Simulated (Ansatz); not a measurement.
# CdCl₂ (SMILES [Cl][Cd][Cl]): a rigid scan of the bond length Cd2–Cl3

One table from this session's results is given with a row withheld; the runs are named, their logs left out.

Method: single points in def2-TZVPP; program: Ansatz 0.2.0, Gaussian basis.

Levels: PBE-D4, r2SCAN-D4, PBE0-D4, B3LYP-D4, wB97M-V, Hartree-Fock, MP2, CCSD, CCSD(T). The scan takes 1.947, 2.014, 2.111, 2.226, 2.352, 2.488, 2.633, 2.785, 2.943 Å.

Correlated methods freeze the cores. Filled d shells of the heavier atoms are correlated. Core potentials replace the inner electrons past krypton, and spin-orbit coupling is left out. B3LYP uses VWN-RPA correlation.

10 further runs of the same task are left out: 10 set aside as unsound or not needed.

**Starting geometry**

The minimum, relaxed at PBE0-D4: 3 atoms, charge 0, spin multiplicity 1.

Atoms are counted from 1 here; the program's logs count them from 0.

Bond lengths: Cl1–Cd2 2.264 Å, Cd2–Cl3 2.264 Å. Angles: Cl1–Cd2–Cl3 180.0°.

As a file:

```
Cl    1.5279    1.3290    0.9735
Cd   -0.0038   -0.0214   -0.0045
Cl   -1.5350   -1.3725   -0.9823
```

Energies of the minimum (eV), from earlier single points: PBE-D4 -29603.83384, r2SCAN-D4 -29613.88794, PBE0-D4 -29605.60524, B3LYP-D4 -29616.36339, wB97M-V -29611.07054, CCSD(T) -29581.80097.

At the minimum the bond length Cd2–Cl3 is 2.264 Å.

Set-up of the first run:

ccsdt-tzvpp/in.yaml reads:

```yaml
crystal:
  periodic: [false, false, false]
  atoms:
    - {symbol: Cl, position_ang: [1.527942, 1.329035, 0.973529]}
    - {symbol: Cd, position_ang: [-0.003795, -0.021371, -0.004463]}
    - {symbol: Cl, position_ang: [-1.320569, -1.183221, -0.845309]}
basis:
  gaussian: {orbitals: def2-TZVPP}
correlation: {method: ccsd_t}
```

The command line of these runs was not kept.

Steps of the session up to this table: Cd2–Cl3 = 1.947 Å; Cd2–Cl3 = 2.014 Å; Cd2–Cl3 = 2.111 Å; Cd2–Cl3 = 2.226 Å; Cd2–Cl3 = 2.352 Å; Cd2–Cl3 = 2.488 Å; Cd2–Cl3 = 2.633 Å; Cd2–Cl3 = 2.785 Å; Cd2–Cl3 = 2.943 Å.

One of the session's tables, all rows but one given; the rest of the session is left out.

It belongs to the step «The curves». Energies less that of the minimum at the same level (eV):

| bond length (Å) | PBE-D4 | PBE0-D4 | B3LYP-D4 | wB97M-V | Hartree-Fock |
| --- | --- | --- | --- | --- | --- |
| 1.947 | 1.181 | 1.151 | 1.262 | 1.196 | 1.485 |
| 2.014 | 0.667 | 0.639 | 0.724 | 0.669 | 0.876 |
| 2.111 | ? | ? | ? | ? | ? |
| 2.226 | 0.015 | 0.009 | 0.021 | 0.012 | 0.035 |
| 2.264 (minimum) | 0.000 | 0.000 | 0.000 | 0.000 | 0.000 |
| 2.352 | 0.037 | 0.052 | 0.028 | 0.050 | 0.004 |
| 2.488 | 0.229 | 0.272 | 0.214 | 0.272 | 0.175 |
| 2.633 | 0.533 | 0.609 | 0.520 | 0.619 | 0.486 |
| 2.785 | 0.898 | 1.010 | 0.892 | 1.036 | 0.879 |
| 2.943 | 1.283 | 1.434 | 1.291 | 1.484 | 1.313 |

**Question.** Estimate the row for bond length (Å) = 2.111.

Worked estimate for «PBE-D4». A straight line through the neighbours (2.014, 0.667) and (2.226, 0.015) gives 0.667 + (0.015 − 0.667) × (2.111 − 2.014) / (2.226 − 2.014) = 0.369; a parabola fitted to 4 rows on both sides gives 0.251.

As computed: PBE-D4: 0.224; PBE0-D4: 0.203; B3LYP-D4: 0.252; wB97M-V: 0.217; Hartree-Fock: 0.327. In «PBE-D4» the line misses by +0.145 and the parabola by +0.027.

Caveats from the session: A polynomial through the near points puts the CCSD(T) minimum at the PBE0-D4 value.
